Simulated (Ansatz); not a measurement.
# TiSb2: further runs on the relaxed cell

One table from this session's results is given with a row withheld; the runs are named, their logs left out.

Method: DFT PBEsol, scalar-relativistic, plane waves, PAW, in Ansatz 0.2.0.

1 further run of the same task is left out (set aside as unsound or not needed).

## The structure to begin with

Symmetry: I4/mcm, No. 140, tetragonal system. Conventional cell: a = 6.635 Å, b = 6.635 Å, c = 5.714 Å, α = 90.00°, β = 90.00°, γ = 90.00°. Around Ti (site symmetry 422) lie 2 Ti at 2.86 Å and 8 Sb at 2.89 Å. Sb (site symmetry m2m) is surrounded by 1 Sb at 2.87 Å and 4 Ti at 2.89 Å.

Coordinates:

```cif
data_structure
_symmetry_space_group_name_H-M 'I4/mcm'
_symmetry_Int_Tables_number 140
_cell_length_a 6.6350
_cell_length_b 6.6350
_cell_length_c 5.7141
_cell_angle_alpha 90.000
_cell_angle_beta 90.000
_cell_angle_gamma 90.000
_cell_volume 251.55
loop_
_atom_site_label
_atom_site_type_symbol
_atom_site_symmetry_multiplicity
_atom_site_Wyckoff_symbol
_atom_site_fract_x
_atom_site_fract_y
_atom_site_fract_z
_atom_site_occupancy
Ti1 Ti 4 a 0.00000 0.00000 0.25000 1
Sb1 Sb 8 h 0.15300 0.65300 0.00000 1
```

It is the result of an earlier relaxation at this level (volume 20.96 Å³/atom; gap on the mesh: none (metal)).

The first run:

input.yaml reads:

```yaml
crystal:
  lattice:
    - [-3.3175195203, 3.3175195203, 2.8570258183]
    - [3.3175195203, -3.3175195203, 2.8570258183]
    - [3.3175195203, 3.3175195203, -2.8570258183]
  atoms:
    - { symbol: Ti, position: [0.25, 0.25, 0.0] }
    - { symbol: Ti, position: [0.75, 0.75, 0.0] }
    - { symbol: Sb, position: [0.6530026771, 0.1530026771, 0.8060053543] }
    - { symbol: Sb, position: [0.1530026771, 0.3469973229, 0.5] }
    - { symbol: Sb, position: [0.3469973229, 0.8469973229, 0.1939946457] }
    - { symbol: Sb, position: [0.8469973229, 0.6530026771, 0.5] }
basis:
  ecutwfc: 420
kpoints:
  mp_grid: { grid: [8, 8, 8] }
  band_path:
    path:
      - [[0.0, 0.0, 0.0], [0.0, 0.0, 0.5], [-0.5, 0.5, 0.5], [0.0, 0.0, 0.0], [0.43541351, 0.43541351, -0.43541351]]
      - [[-0.43541351, 0.56458649, 0.43541351], [-0.5, 0.5, 0.5]]
      - [[0.0, 0.0, 0.5], [0.25, 0.25, 0.25], [0.0, 0.5, 0.0], [0.0, 0.0, 0.0]]
    npoints: 14
hamiltonian:
  xc: pbesol
scf:
  occupations: { method: gaussian, width: 0.1 }
  n_extra_bands: 15
output:
  forces: true
  stress: true
  eigenvalues: true
  populations: true
  dos: { projected: true, de: 0.02, nscf_kmesh: { grid: [12, 12, 12] } }
  bader: true
```

Launch:

```console
ansatz run input.yaml --threads 1 --pin off --max-ram 2560MiB --backend cpu --events-out ev --progress --plain --runs-dir out
```

Among the steps run: Static run: bands, density of states and charges; Point at V/V0 = 0.97; The cell scaled to 1.03 of its volume; Volume × 0.94; Point at V/V0 = 1.06.

One table of the session follows, with a row left open; its other results are not shown here.

It belongs to the step «Equation of state». 

| volume (Å³/atom) | energy above the lowest point (meV/atom) | pressure (GPa) |
| --- | --- | --- |
| 19.705 | 26.1 | 7.04 |
| 20.334 | ? | ? |
| 20.963 | 0.0 | -0.01 |
| 21.592 | 5.5 | -2.74 |
| 22.221 | 20.9 | -5.05 |

**Question.** Estimate the row for volume (Å³/atom) = 20.334.

Worked estimate for «energy above the lowest point (meV/atom)». A straight line through the neighbours (19.705, 26.1) and (20.963, 0.0) gives 26.1 + (0.0 − 26.1) × (20.334 − 19.705) / (20.963 − 19.705) = 13.0; a parabola fitted to 3 rows on both sides gives 6.9.

The run gave: energy above the lowest point (meV/atom): 6.1; pressure (GPa): 3.22. In «energy above the lowest point (meV/atom)» the line misses by +6.9 and the parabola by +0.8.
